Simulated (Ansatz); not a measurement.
# CH₉AsBGaSi: how energies converge with the basis set

An exercise on one series of results from a longer session: the logs are not shown, and one member is left open.

The runs use Ansatz 0.2.0, Gaussian basis; one geometry, several basis sets.

The runs, in order: PBE0-D4/def2-SVP; ωB97M-V/def2-SVP; PBE0-D4/def2-QZVPP; ωB97M-V/def2-QZVPP; the functionals' def2-TZVPP values are taken from earlier runs.

### The relaxed structure

All runs share one geometry, relaxed beforehand with PBE0-D4 in a triple-zeta def2 set.

14 atoms, charge 0, spin multiplicity 1.

Atoms are counted from 1 here; the program's logs count them from 0.

Bond lengths: C1–Si2 1.865 Å, C1–H6 1.094 Å, C1–H7 1.092 Å, C1–H8 1.091 Å, Si2–Ga3 2.709 Å, Si2–B4 1.865 Å, Si2–H9 1.488 Å, Ga3–B4 2.222 Å, Ga3–As5 2.838 Å, Ga3–H10 1.570 Å, Ga3–H11 1.564 Å, B4–As5 2.051 Å, B4–H12 1.194 Å, As5–H13 1.522 Å, As5–H14 1.548 Å. Angles: Si2–C1–H6 109.6°, Si2–C1–H7 111.2°, Si2–C1–H8 111.1°, H6–C1–H7 107.8°, H6–C1–H8 108.4°, H7–C1–H8 108.7°, C1–Si2–Ga3 101.4°, C1–Si2–B4 127.4°, C1–Si2–H9 111.0°, Ga3–Si2–B4 54.4°, Ga3–Si2–H9 116.9°, B4–Si2–H9 121.6°, Si2–Ga3–B4 43.0°, Si2–Ga3–As5 76.6°, Si2–Ga3–H10 96.8°, Si2–Ga3–H11 135.8°, B4–Ga3–As5 45.9°, B4–Ga3–H10 126.9° and more.

The first run:

The input, in.yaml:

```yaml
crystal:
  periodic: [false, false, false]
  atoms:
    - {symbol: C, position_ang: [-0.954058, 1.440570, 1.273917]}
    - {symbol: Si, position_ang: [-0.734418, -0.405885, 1.126530]}
    - {symbol: Ga, position_ang: [1.563988, -0.557245, -0.298510]}
    - {symbol: B, position_ang: [-0.489223, -1.396930, -0.433907]}
    - {symbol: As, position_ang: [-0.448203, -0.544504, -2.299437]}
    - {symbol: H, position_ang: [-1.974218, 1.664344, 1.599568]}
    - {symbol: H, position_ang: [-0.267716, 1.861959, 2.011179]}
    - {symbol: H, position_ang: [-0.783450, 1.933274, 0.315597]}
    - {symbol: H, position_ang: [-0.739923, -1.051939, 2.467463]}
    - {symbol: H, position_ang: [1.957722, 0.958153, -0.179466]}
    - {symbol: H, position_ang: [2.602899, -1.676511, -0.634106]}
    - {symbol: H, position_ang: [-0.385778, -2.585810, -0.407854]}
    - {symbol: H, position_ang: [-0.418282, 0.934574, -1.942046]}
    - {symbol: H, position_ang: [1.070648, -0.574051, -2.598930]}
basis:
  gaussian: {orbitals: def2-SVP}
hamiltonian: {xc: pbe0, dispersion: d4}
output: {orbitals: {seedname: orbitals}}
```

Launch:

```
$ ansatz run in.yaml --threads 2 --pin off --events-out ev --progress --plain --max-ram 32768MiB --backend cpu
```

Steps of the session up to this table: PBE0-D4 in def2-SVP; ωB97M-V in def2-SVP; PBE0-D4 in def2-QZVPP; ωB97M-V in def2-QZVPP.

One of the session's tables, all rows but one given; the rest of the session is left out.

| functional | basis | HOMO (eV) | LUMO (eV) |
| --- | --- | --- | --- |
| PBE0-D4 | def2-SVP | -6.63 | -1.67 |
| PBE0-D4 | def2-TZVPP | -6.62 | -1.70 |
| PBE0-D4 | def2-QZVPP | -6.62 | -1.73 |
| ωB97M-V | def2-SVP | -8.47 | 0.13 |
| ωB97M-V | def2-TZVPP | ? | ? |
| ωB97M-V | def2-QZVPP | -8.49 | -0.04 |

Estimate the missing values for ωB97M-V, def2-TZVPP.

The run gave: HOMO (eV): -8.49; LUMO (eV): 0.04.
